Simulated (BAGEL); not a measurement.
**HF/3-21G (density fitting with qzvpp-jkfit) run of B2N2H6 (SMILES BNBN)**

What is the vertical singlet–triplet gap of B2N2H6 at HF/3-21G (density fitting with qzvpp-jkfit)? 

The calculation is run with BAGEL 1.2.2.

2 further runs of the same task are left out: 1 that didn't finish, 1 set aside as unsound or not needed.

### 1 The molecule

The species is B2N2H6 (10 atoms), meant as a singlet with charge 0. SMILES: `BNBN`. The coordinates come from a GFN2-xTB relaxation. This is one conformer, not always the lowest.

Bond lengths: B1–N2 1.395 Å, N2–B3 1.435 Å, B3–N4 1.392 Å, B1–H5 1.170 Å, B1–H6 1.175 Å, N2–H7 1.012 Å, B3–H8 1.168 Å, N4–H9 1.007 Å, N4–H10 1.004 Å. Some angles: B1–N2–B3 128.9°, N2–B3–N4 119.4°, B1–N2–H7 116.7°, B3–N2–H7 114.4°, N2–B1–H5 119.2°, N2–B1–H6 119.5°, N2–B3–H8 120.6°, N4–B3–H8 120.0°, B3–N4–H9 123.7°, B3–N4–H10 123.5°.

### 2 A single-point energy at HF/3-21G (density fitting with qzvpp-jkfit)

File calc.json:

```json
{ "bagel" : [

{
  "title" : "molecule",
  "basis" : "3-21g",
  "df_basis" : "qzvpp-jkfit",
  "angstrom" : true,
  "geometry" : [
    { "atom" : "B", "xyz" : [       0.874920,       0.241900,      -1.671920 ] },
    { "atom" : "N", "xyz" : [       0.461410,       0.327170,      -0.342630 ] },
    { "atom" : "B", "xyz" : [      -0.551100,      -0.429930,       0.335990 ] },
    { "atom" : "N", "xyz" : [      -0.812530,      -0.173510,       1.679320 ] },
    { "atom" : "H", "xyz" : [       0.362140,      -0.536230,      -2.380010 ] },
    { "atom" : "H", "xyz" : [       1.727930,       0.950810,      -2.058700 ] },
    { "atom" : "H", "xyz" : [       0.928840,       1.014010,       0.235390 ] },
    { "atom" : "H", "xyz" : [      -1.154330,      -1.256040,      -0.228670 ] },
    { "atom" : "H", "xyz" : [      -0.328850,       0.525090,       2.218930 ] },
    { "atom" : "H", "xyz" : [      -1.508440,      -0.663270,       2.212290 ] }
  ]
},

{
  "title" : "hf"
},

{
  "title" : "print",
  "file" : "orbitals.molden",
  "orbitals" : true
}

]}
```

Command:

```sh
$ BAGEL_NUM_THREADS=1 BAGEL calc.json > calc.out
```

What it wrote:

```text
* using 1 threads per process

  ===============================================================
  ===============================================================

  *** Geometry ***

  { "atom" : "B", "xyz" : [      1.653359,      0.457125,     -3.159471 ] },
  { "atom" : "N", "xyz" : [      0.871939,      0.618262,     -0.647477 ] },
  { "atom" : "B", "xyz" : [     -1.041428,     -0.812450,      0.634929 ] },
  { "atom" : "N", "xyz" : [     -1.535459,     -0.327886,      3.173455 ] },
  { "atom" : "H", "xyz" : [      0.684345,     -1.013328,     -4.497567 ] },
  { "atom" : "H", "xyz" : [      3.265314,      1.796770,     -3.890379 ] },
  { "atom" : "H", "xyz" : [      1.755253,      1.916201,      0.444823 ] },
  { "atom" : "H", "xyz" : [     -2.181368,     -2.373572,     -0.432124 ] },
  { "atom" : "H", "xyz" : [     -0.621436,      0.992276,      4.193170 ] },
  { "atom" : "H", "xyz" : [     -2.850538,     -1.253399,      4.180622 ] },

  Number of auxiliary basis functions:      412

  Since a DF basis is specified, we compute 2- and 3-index integrals:
    o Being stored without compression. Storage requirement is 0.008 GB

  Number of basis functions:       48
  Number of electrons      :       30

    * METHOD: MOLECULE                             0.10

  *** RHF ***

  === Nuclear Repulsion ===
   101.7170026761

      * DIIS with orbital gradients will be used.

  === RHF iteration (3-21g) ===
      0       -160.84487756          0.02935634           0.01
      1       -160.95540529          0.01402444           0.01
      2       -160.98328383          0.00191469           0.01
      3       -160.98414974          0.00027574           0.01
      4       -160.98416422          0.00007716           0.01
      5       -160.98416563          0.00001215           0.01
      6       -160.98416568          0.00000264           0.01
      7       -160.98416568          0.00000067           0.01
      8       -160.98416568          0.00000013           0.01
      9       -160.98416568          0.00000006           0.01
     10       -160.98416568          0.00000002           0.01
     11       -160.98416568          0.00000000           0.01
    * SCF iteration converged.

    * Permanent dipole moment:
           (    0.093779,    -0.353147,    -1.155191) a.u.

    * METHOD: HF                                   0.22

    * METHOD: PRINT                                0.00

  ===============================================================
```

Wall time 0.46 s (1 thread of Arm Neoverse V2, shared host).

### 3 The triplet, same level

File hf.json:

```json
{ "bagel" : [

{
  "title" : "molecule",
  "basis" : "3-21g",
  "df_basis" : "qzvpp-jkfit",
  "angstrom" : true,
  "geometry" : [
    { "atom" : "B", "xyz" : [    0.874920,    0.241900,   -1.671920 ] },
    { "atom" : "N", "xyz" : [    0.461410,    0.327170,   -0.342630 ] },
    { "atom" : "B", "xyz" : [   -0.551100,   -0.429930,    0.335990 ] },
    { "atom" : "N", "xyz" : [   -0.812530,   -0.173510,    1.679320 ] },
    { "atom" : "H", "xyz" : [    0.362140,   -0.536230,   -2.380010 ] },
    { "atom" : "H", "xyz" : [    1.727930,    0.950810,   -2.058700 ] },
    { "atom" : "H", "xyz" : [    0.928840,    1.014010,    0.235390 ] },
    { "atom" : "H", "xyz" : [   -1.154330,   -1.256040,   -0.228670 ] },
    { "atom" : "H", "xyz" : [   -0.328850,    0.525090,    2.218930 ] },
    { "atom" : "H", "xyz" : [   -1.508440,   -0.663270,    2.212290 ] }
  ]
},
{
  "title" : "uhf",
  "nopen" : 2
},
{
  "title" : "print",
  "file" : "orbitals.molden",
  "orbitals" : true
}

]}
```

Command:

```sh
$ BAGEL_NUM_THREADS=1 BAGEL hf.json > hf.out
```

What it wrote:

```text
* using 1 threads per process

  ===============================================================
  ===============================================================

  *** Geometry ***

  { "atom" : "B", "xyz" : [      1.653359,      0.457125,     -3.159471 ] },
  { "atom" : "N", "xyz" : [      0.871939,      0.618262,     -0.647477 ] },
  { "atom" : "B", "xyz" : [     -1.041428,     -0.812450,      0.634929 ] },
  { "atom" : "N", "xyz" : [     -1.535459,     -0.327886,      3.173455 ] },
  { "atom" : "H", "xyz" : [      0.684345,     -1.013328,     -4.497567 ] },
  { "atom" : "H", "xyz" : [      3.265314,      1.796770,     -3.890379 ] },
  { "atom" : "H", "xyz" : [      1.755253,      1.916201,      0.444823 ] },
  { "atom" : "H", "xyz" : [     -2.181368,     -2.373572,     -0.432124 ] },
  { "atom" : "H", "xyz" : [     -0.621436,      0.992276,      4.193170 ] },
  { "atom" : "H", "xyz" : [     -2.850538,     -1.253399,      4.180622 ] },

  Number of auxiliary basis functions:      412

  Since a DF basis is specified, we compute 2- and 3-index integrals:
    o Being stored without compression. Storage requirement is 0.008 GB

  Number of basis functions:       48
  Number of electrons      :       30

    * METHOD: MOLECULE                             0.10

  *** Open-shell HF ***

  === Nuclear Repulsion ===
   101.7170026761

      * DIIS with orbital gradients will be used.

  === UHF iteration (3-21g) ===
      0       -160.55283634          0.06026026           0.03
      1       -160.68378644          0.02840959           0.03
      2       -160.71117869          0.01597308           0.03
      3       -160.72080693          0.00208590           0.03
      4       -160.72223403          0.00096008           0.03
      5       -160.72247317          0.00042963           0.03
      6       -160.72254081          0.00015282           0.03
      7       -160.72254907          0.00012381           0.03
      8       -160.72255621          0.00010770           0.03
      9       -160.72256654          0.00007824           0.03
     10       -160.72257252          0.00004965           0.03
     11       -160.72257490          0.00002859           0.03
     12       -160.72257602          0.00001428           0.03
     13       -160.72257640          0.00000505           0.03
     14       -160.72257646          0.00000271           0.03
     15       -160.72257647          0.00000130           0.03
     16       -160.72257647          0.00000066           0.03
     17       -160.72257647          0.00000053           0.03
     18       -160.72257647          0.00000045           0.03
     19       -160.72257647          0.00000036           0.03
     20       -160.72257647          0.00000028           0.03
     21       -160.72257647          0.00000014           0.03
     22       -160.72257647          0.00000006           0.03
     23       -160.72257647          0.00000003           0.03
     24       -160.72257647          0.00000002           0.03
     25       -160.72257647          0.00000002           0.03
     26       -160.72257647          0.00000001           0.03
     27       -160.72257647          0.00000001           0.03
     28       -160.72257647          0.00000001           0.03
    * SCF iteration converged.

    * S^2 (UHF) is 2.0159

    * Permanent dipole moment:
           (   -0.172063,    -0.370204,    -0.489462) a.u.

    * METHOD: UHF                                  0.89

    * METHOD: PRINT                                0.00

  ===============================================================
```

Run time: 1.1 s. Hardware: 1 thread of Arm Neoverse V2, shared host.

### 4 Results

At HF/3-21G (density fitting with qzvpp-jkfit):

| quantity | value |
| --- | --- |
| singlet: total energy | -160.98417 Eh |
| singlet: dipole moment | 3.08 D |
| singlet: HOMO energy | -10.84 eV |
| singlet: LUMO energy | 4.09 eV |
| singlet: HOMO–LUMO gap | 14.93 eV |
| triplet: total energy | -160.72258 Eh |
| triplet: dipole moment | 1.62 D |
| triplet: ⟨S²⟩ | 2.016 |
| vertical energy of the triplet above the singlet | 7.118 eV |

At this shape the triplet lies 7.12 eV (164 kcal/mol) above the singlet.
